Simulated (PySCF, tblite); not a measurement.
**C₄H₁₅NSi₂: geometry, infrared bands and NMR shifts**

What infrared bands and NMR shifts should C₄H₁₅NSi₂ (`CC(C)(C)N[SiH2][SiH3]`) show?

Computed with tblite 0.8.0 and PySCF 2.14.0, with density-fitted response routines of our own, on a single molecule in the gas phase. Atoms are numbered from 0 throughout.

## Step 1: Starting geometry

22 atoms, charge 0, multiplicity 1; geometry from: force field or distance geometry start.

Bonds of the start (Å): C0–C1 1.49, C1–C2 1.52, C1–C3 1.52, C1–N4 1.42, N4–Si5 1.75, Si5–Si6 2.26, C0–H7 1.11, C0–H8 1.10, C0–H9 1.12, C2–H10 1.11, C2–H11 1.10, C2–H12 1.11, C3–H13 1.11, C3–H14 1.13, C3–H15 1.12, N4–H16 1.03, Si5–H17 1.46, Si5–H18 1.50, Si6–H19 1.46, Si6–H20 1.48, Si6–H21 1.48.

## Step 2: Optimising the geometry with GFN2-xTB

The job: settings as JSON, then the geometry in Å.

```
{"job": {"kind": "relax", "xc": "GFN2-xTB", "basis": "xTB"}, "charge": 0, "multiplicity": 1}
C     -0.915900    -0.071700    -1.602600
C     -1.007000     0.085900    -0.125400
C     -1.948100     1.246600     0.169700
C     -1.747800    -1.119400     0.423700
N      0.194400     0.387600     0.576700
Si     1.528700    -0.742200     0.439500
Si     3.521900     0.319300     0.311400
H     -0.075800     0.557300    -1.962000
H     -0.715500    -1.128400    -1.848600
H     -1.867500     0.278800    -2.075700
H     -2.064900     1.378200     1.266300
H     -2.919400     1.063000    -0.320600
H     -1.548300     2.174600    -0.278900
H     -1.357100    -2.076700     0.016500
H     -1.752700    -1.119900     1.549000
H     -2.818100    -1.018600     0.096700
H      0.452700     1.380000     0.683200
H      1.480000    -1.633100    -0.719000
H      1.611600    -1.593000     1.669100
H      3.898300     0.627200    -1.065000
H      4.532800    -0.569000     0.927700
H      3.507400     1.592800     1.066000
```

The run is started by

```sh
> OMP_NUM_THREADS=1 python probes_run.py task.json out
```

The driver reads the jobs from task.json and runs them one after another.

**Question.** This job is followed by: GFN2-xTB harmonic vibrations, gas phase; GIAO PBE0/pcSseg-1 NMR shielding, non-relativistic, gas phase. Predict these results of the whole session: strongest single infrared mode (GFN2-xTB); zero-point energy (GFN2-xTB); 13C shifts against TMS (PBE0/pcSseg-1, means over atoms taken as alike); 1H shifts against TMS (PBE0/pcSseg-1, means over atoms taken as alike); 15N shifts against NH3 (PBE0/pcSseg-1); 29Si shifts against TMS (PBE0/pcSseg-1); surface potential, 1st and 99th percentile.

The runs gave:

```
                                                               quantity                        value
                              strongest single infrared mode (GFN2-xTB)         726 cm⁻¹, 641 km/mol
                                           zero-point energy (GFN2-xTB)               110.8 kcal/mol
13C shifts against TMS (PBE0/pcSseg-1, means over atoms taken as alike)               50.7, 33.4 ppm
 1H shifts against TMS (PBE0/pcSseg-1, means over atoms taken as alike)  5.06, 3.33, 1.25, -0.30 ppm
                                 15N shifts against NH3 (PBE0/pcSseg-1)                     49.3 ppm
                                29Si shifts against TMS (PBE0/pcSseg-1)            -68.3, -120.9 ppm
                                  surface potential, 1st and 99th percentile           -0.76 V and 1.39 V
```

**Reading.** The optimisation took 129 steps and gained 0.654 eV; among the close pairs (by a distance rule), C0–C1 changed most, from 1.488 to 1.535 Å. No mode is imaginary among the 60: a minimum at this level. The strongest single mode, at 726 cm⁻¹, is carried by H18, H17, Si5. GFN2-xTB is a fitted tight-binding method: band positions and strengths are rough. Its intensities can rank the bands wrongly. At PBE0/pcSseg-1: The widest tensor belongs to N4: span 110 ppm, with a paramagnetic part of -108 ppm.
